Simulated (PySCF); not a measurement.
# CaC+: bond curves at several levels of theory

What are the lowest state that PBE0 finds, the bond length, vibrational wavenumber and bond energy of CaC+, and how much do these hang on the method?

Method: Ca 6-311G(d,p), C 6-311G(d,p), no relativity; program: PySCF 2.14.0.

## Step 1: Set-up

Settings of the job:

```yaml
atoms: Ca, C
charge: 1
basis: Ca 6-311G(d,p), C 6-311G(d,p)
Hamiltonian: no relativity
basis_functions: 57
electrons_treated: 25
masses_in_u: 39.9626, 12.0000
levels: PBE0, PBE, r²SCAN, BHandHLYP, M06, BLYP, HF, MP2, SCS-MP2, CCSD, CCSD(T)
grid: 80 radial by 434 angular points
occupations: held fixed by the projection of orbital angular momentum
dissociation_limit: Ca+ + C, each in its ground configuration
starting_distance_in_angstrom: 2.400
values_of_2S_to_try: 1, 3
```

Run with:

```
$ OMP_NUM_THREADS=1 python dia.py task.json out
```

After this run come: First curve: PBE0; Higher solutions at PBE0; PBE (GGA); r²SCAN (meta-GGA); BHandHLYP (global hybrid GGA); M06 (hybrid meta-GGA); BLYP; UHF (mean field); Correlated methods on the Hartree–Fock reference.

What does the calculation give? Wanted: for each run, Re; ωe; De; μ.

The runs gave:

Lowest PBE0 solution found, without spin–orbit coupling: ⁴Σ⁻ (quartet), unpaired electrons σ ↑, π ↑↑. State 2 has its PBE0 minimum 0.75 eV higher, as a spin-mixed determinant (⟨S²⟩ = 1.76), so this is no gap between pure states. State 3 has its PBE0 minimum 0.80 eV higher, as a spin-mixed determinant (⟨S²⟩ = 1.76), so this is no gap between pure states. State 4 has its PBE0 minimum 1.53 eV higher. The other levels ran on the lowest alone.

```
      level  Re (Å)  ωe (cm⁻¹)  De (eV)  μ (D)
        UHF   2.225        593     1.40  -8.73
    UHF-MP2   2.201        593     1.79    n/a
UHF-SCS-MP2   2.204        592     1.56    n/a
   UHF-CCSD   2.209        586     1.66    n/a
UHF-CCSD(T)   2.208        582     1.71    n/a
        PBE   2.173        574     2.79  -6.39
       BLYP   2.189        557     2.40  -6.34
     r²SCAN   2.174        591     2.82  -6.94
       PBE0   2.166        597     2.53  -7.02
        M06   2.169        606     2.80  -7.06
  BHandHLYP   2.175        601     1.93  -7.56
```

De is counted to Ca+ + C in their ground configurations. A positive dipole points from Ca to C; in an ion it is taken about the centre of mass and does not tell which atom is negative.

Differences from CCSD(T) in the same basis:

```
      level  Re (mÅ)  ωe (%)
        UHF      +17    +1.8
    UHF-MP2       -8    +1.8
UHF-SCS-MP2       -4    +1.6
   UHF-CCSD        0    +0.5
        PBE      -35    -1.5
       BLYP      -19    -4.3
     r²SCAN      -35    +1.5
       PBE0      -43    +2.5
        M06      -39    +4.0
  BHandHLYP      -34    +3.1
```

Against CCSD(T) in the same basis, the bond length is nearest at UHF-CCSD (0 mÅ) and farthest at PBE0 (-43 mÅ); the wavenumber is nearest at UHF-CCSD (+0.5 %) and farthest at BLYP (-4.3 %). CCSD(T) in a basis this small is itself some way from its limit, more so than the functionals. Of the levels with a De here, UHF gives the least (1.40 eV) and r²SCAN the most (2.82 eV).

Correlated steps freeze 6 core orbitals.
